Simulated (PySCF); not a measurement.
# [SmO(OH)]−: other functionals and bases at one geometry

The task here is to estimate one member of a computed series from the others.

The runs use PySCF 2.14.0; several levels, as the steps say, no spin–orbit coupling.

1 further run of the same task is left out (for a known fault of the program).

### The starting structure

4 atoms, charge -1, spin multiplicity 1.

Bond lengths: Sm1–O2 2.035 Å, Sm1–O3 2.313 Å, O3–H4 0.963 Å. Angles: O2–Sm1–O3 116.8°, Sm1–O3–H4 129.8°.

Geometry (Å):

```xyz
4
charge -1, multiplicity 1
Sm   -0.0173   -0.0471   -0.4348
O     1.4697    0.0323    0.9529
O    -2.1888    0.0194    0.3598
H    -2.5124    0.0840    1.2644
```

Formal oxidation states: Sm +2. Each metal's 6 4f electrons lie in its core potential, so multiplicities, spins and levels count the valence alone. An earlier session relaxed this geometry at PBE0, Sm lcecp-0-SVP with ECP52, O def2-SVP, H def2-SVP (singlet, point group Cs).

At PBE0 on the finer grid: E = -179.629073 Eh, frontier levels not given, since the 4f levels lie in the core, Mulliken charge on Sm1 +0.16 e, largest force component 0.013 eV/Å. The highest filled level lies above zero; it isn't the detachment energy.

Levels to run: TPSS; CAM-B3LYP; PBE0, TZVP. Hardware: 2 threads of Intel Xeon Platinum 8488C (Sapphire Rapids), shared host.

Set-up of the first run:

Input file run.py (the lines that set the calculation):

```python
mol = gto.M(atom='''
Sm    -0.01729    -0.04705    -0.43475
O      1.46971     0.03227     0.95291
O     -2.18882     0.01942     0.35976
H     -2.51244     0.08399     1.26441''',
    basis={'Sm': 'lcecp-0-SVP', 'O': 'def2-SVP', 'H': 'def2-SVP'},
    ecp={'Sm': 'lcecp-0-SVP'},
    charge=-1, spin=0)
mf = dft.RKS(mol, xc='TPSS')
mf.grids.atom_grid = (75, 302)  # f atoms: unpruned, at least (60, 302)
mf = mf.density_fit()  # fitting sets: Sm AutoAux, O def2-universal-JKFIT, H def2-universal-JKFIT
mf.conv_tol = 1e-08; mf.max_cycle = 55
mf.kernel(dm0)  # dm0: the density of the relaxed state
```

Command:

```bash
OMP_NUM_THREADS=2 python run.py
```

Steps of the session up to this table: TPSS; CAM-B3LYP; PBE0, TZVP.

One table of the session follows, with a row left open; its other results are not shown here.

| level | charge on Sm1 (e) | dipole (D) | largest force component (eV/Å) |
| --- | --- | --- | --- |
| PBE0 (relaxed here) | 0.16 | 7.20 | 0.01 |
| TPSS | ? | ? | ? |
| CAM-B3LYP | 0.15 | 7.64 | 0.07 |
| PBE0, TZVP | 0.58 | 7.74 | 0.42 |

Q: Estimate the row for TPSS from the others.

The run gave: charge on Sm1 (e): 0.05; dipole (D): 6.32; largest force component (eV/Å): 0.60. In the column «charge on Sm1 (e)» it is the lowest.

The dipole of a charged species depends on the origin, so these sizes hold for this origin alone.

The largest leftover force, 0.60 eV/Å with TPSS, stands at a geometry relaxed at another level. With 4f in the core, its levels are missing from HOMO and gap, and its count is fixed, so no charge can pass from the ligands into it. Total energies of different levels can't be compared.
